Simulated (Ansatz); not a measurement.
# HfHCl (singlet): from Hartree-Fock to the top rungs, def2-SVP

An exercise on one series of results from a longer session: the logs are not shown, and one member is left open.

Program: Ansatz 0.2.0, Gaussian basis. Level of theory: def2-SVP, core rule «outside noble gas», up to 9 orbitals frozen. These are calculated values, not measurements.

Plan: UHF; CCSD(T) on RHF; CCSD(T) on UHF; CISD; CCSDT(Q) on RHF; CCSDT(Q) on UHF; CCSDTQ on RHF.

11 further runs of the same task are left out: 7 for a known fault of the program, 4 set aside as unsound or not needed.

### The system

The geometry is a PBE0/def2-TZVP stationary point (not a proven minimum). No spin-orbit coupling is included. Elements past krypton take def2 core potentials.

3 atoms, charge 0, spin multiplicity 1.

Atoms are counted from 1 here; the program's logs count them from 0.

Bond lengths: Hf1–Cl2 2.337 Å, Hf1–H3 1.882 Å. Angles: Cl2–Hf1–H3 180.0°.

Set-up of the first run:

File in.yaml:

```yaml
crystal:
  periodic: [false, false, false]
  atoms:
    - {symbol: Hf, position_ang: [0.000000, 0.000000, 0.151500]}
    - {symbol: Cl, position_ang: [0.000000, 0.000000, -2.185400]}
    - {symbol: H, position_ang: [0.000000, 0.000000, 2.033900]}
basis:
  gaussian: {orbitals: def2-SVP}
magnetization: {spin_polarized: true, initial_magnetization: 0}
hamiltonian: {xc: hf}
output: {orbitals: {seedname: orbitals}}
```

The run is started by

```sh
$ ansatz run in.yaml --threads 1 --pin off --events-out ev --progress --plain --max-ram 2816MiB --backend cpu
```

Steps of the session up to this table: UHF; CCSD(T) on RHF; CCSD(T) on UHF; CISD; CCSDT(Q) on RHF; CCSDT(Q) on UHF; CCSDTQ on RHF.

One of the session's tables, all rows but one given; the rest of the session is left out.

It belongs to the step «Misses and costs». 

```
   method  from RCCSDTQ (kcal/mol)
      RHF                  +150.94
      UHF                  +141.80
     RMP2                   +23.91
     UMP2                   +22.57
    RCCSD                    +5.34
    UCCSD                    +5.86
 RCCSD(T)                    +0.96
 UCCSD(T)                    +2.13
   RCCSDT                    +0.23
   UCCSDT                        ?
RCCSDT(Q)                    -0.03
UCCSDT(Q)                    +0.92
  RCCSDTQ                        0
```

Q: Estimate the row for UCCSDT from the others.

As computed: from RCCSDTQ (kcal/mol): +1.22. In the column «from RCCSDTQ (kcal/mol)» it lies between RCCSD(T) (+0.96) and UCCSD(T) (+2.13).

Not comparable, so not listed: CISD (they don't share determinant, frozen orbitals or solution with the rows shown, or repeat one).

To keep in mind: The determinant is far from a pure spin state, so its energy mixes those of several spin states (harmless only where they are near-degenerate, as at dissociation). Restricted and unrestricted rows rest on different reference determinants; where their highest levels disagree by more than a few hundredths of an eV, they describe different states and don't form one ladder.
